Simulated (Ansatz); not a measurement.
This script makes an equation of state with a fit of W, space group Pbcm with Ansatz 0.2.0, Python API.

The script, `eos_w.py`:
```python
"""Equation of state of W."""

import ansatz as az
import numpy as np
from scipy.optimize import curve_fit

VECTORS = np.array([
    [2.80966, 0.0, 0.0],
    [0.0, 4.86387, 0.0],
    [0.0, 0.0, 4.9237],
])
SITES = [
    ("W", [0.79317, 0.56316, 0.25]),
    ("W", [0.20683, 0.06316, 0.25]),
    ("W", [0.20683, 0.43684, 0.75]),
    ("W", [0.79317, 0.93684, 0.75]),
]


def build(cell):
    crystal = az.Crystal(lattice=az.Lattice.of(cell))
    for symbol, position in SITES:
        crystal = crystal.atom(symbol, position)
    return crystal

def vinet(v, e0, v0, b0, b1):
    eta = (v / v0) ** (1 / 3)
    return e0 + 2 * b0 * v0 / (b1 - 1) ** 2 * (2 - (5 + 3 * b1 * (eta - 1) - 3 * eta) * np.exp(-1.5 * (b1 - 1) * (eta - 1)))

# scale the volume, keep shape and fractions
volumes, energies = [], []
for scale in np.linspace(0.9, 1.1, 9):
    cell = VECTORS * scale ** (1 / 3)
    base = (
        build(cell).calculation()
        .occupations("methfessel_paxton", width=0.1)  # the run then minimises F = E - TS
        .basis(41 * az.Ry)
        .functional(az.Functional.R2SCAN)
        .kpoints(8, 5, 5)
    )
    report = base.run().report
    volumes.append(abs(np.linalg.det(cell)) / len(SITES))
    energies.append(report["free_energy_ev"] / len(SITES))
    print(f"V = {volumes[-1]:8.4f} A^3/atom  F = {energies[-1]:.5f} eV/atom")

guess = (min(energies), volumes[int(np.argmin(energies))], 0.5, 4.5)
(e0, v0, b0, b1), _ = curve_fit(vinet, np.array(volumes), np.array(energies), p0=guess, maxfev=20000)
print(f"Vinet fit: V0 = {v0:.4f} A^3/atom, B0 = {160.21766 * b0:.1f} GPa, B1 = {b1:.2f}")
print("largest residual", round(1000 * float(np.abs(vinet(np.array(volumes), e0, v0, b0, b1) - energies).max()), 3), "meV/atom")
```

From its runs, with one value withheld:

| V (Å³/atom) | F less the lowest row shown (meV/atom) |
| --- | --- |
| 15.139 | 100.85 |
| 15.560 | 42.83 |
| 15.981 | 10.28 |
| 16.401 | 0.00 |
| 16.822 | 9.28 |
| 17.242 | 35.72 |
| 17.663 | 77.26 |
| 18.083 | 132.09 |
| 18.504 | ? |

What is the missing energy at 18.504 Å³ an atom?

A third-order Birch-Murnaghan fit, E = E0 + (9 V0 B0 / 16) [(t - 1)³ B' + (t - 1)² (6 - 4t)] with t = (V0/V)^(2/3), through the 8 rows shown gives V0 = 16.403 Å³, B0 = 290.1 GPa, B' = 4.08 and E0 = -0.01 meV. At V = 18.504 Å³, t = 0.92279, and the fit extrapolates to 198.54 meV. The run gave 198.64 meV, a miss of 0.10 meV.

Notes:
- Shape and fractional positions are held along the curve, so the bulk modulus is an upper value where they are free to relax, by a factor of two or more in layered or hydrogen-bonded cells.
- For a metal this k-point mesh is coarse: on a finer one energies can move by several to tens of meV an atom and pressures by half a GPa or more, differences at one mesh by less.
- Spin-orbit coupling, which matters for elements this heavy, is left out.
- This isn't the structure that W takes at ambient conditions.
- Finished in 83 s on 1 thread of Arm Neoverse V2, on a shared host, peak memory 0.62 GiB.
